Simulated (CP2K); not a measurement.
Runs of CP2K 2026.2 on TiSn. It takes space group Fm-3m (No. 225, cubic). Conventional cell: a = 5.601 Å, b = 5.601 Å, c = 5.601 Å, α = 90.00°, β = 90.00°, γ = 90.00°. Ti (site symmetry m-3m) has 6 Sn at 2.80 Å as nearest neighbours. Sn (site symmetry m-3m) is surrounded by 6 Ti at 2.80 Å. The cell was built by a generator and needn't be a form met in nature.

```tsv
task	potentials or basis	NGRIDS	CUTOFF of the grids	gap on the mesh (eV)	pressure (GPa)	V0 of scaled cells (Å³/atom)	B0 (GPa)
single point	POTENTIAL_UZH Ti GTH-PBE-q12, Sn GTH-PBE-q4; TZVP-MOLOPT-PBE-GTH basis	4	600 Ry	none	(a)	-	-
equation of state	POTENTIAL_UZH Ti GTH-PBE-q12, Sn GTH-PBE-q4; TZVP-MOLOPT-PBE-GTH basis	5	450 Ry	-	-	22.22	81
equation of state	POTENTIAL_UZH Ti GTH-PBE-q12, Sn GTH-PBE-q4; TZVP-MOLOPT-PBE-GTH basis	4	600 Ry	-	-	22.22	81
single point	POTENTIAL_UZH Ti GTH-PBE-q12, Sn GTH-PBE-q14; TZVP-MOLOPT-PBE-GTH basis	4	600 Ry	none	-0.4	-	-
equation of state	POTENTIAL_UZH Ti GTH-PBE-q12, Sn GTH-PBE-q14; TZVP-MOLOPT-PBE-GTH basis	4	600 Ry	-	-	21.86	84
```

Alike in all rows: level PBE; no spin polarisation; cell as given; k mesh 8 × 8 × 8; smearing fermi-dirac 0.05 eV.

Task: Estimate the missing entries.

Result: (a) 1.0.

Caveats: the basis of atomic orbitals isn't converged, which shifts pressures, moduli and gaps.

A k mesh can miss the band edges, and the runs leave out spin-orbit coupling on Sn.

A gap of «none» marks a metal or a gap under the smearing width.

Not every run made on this cell is shown here.
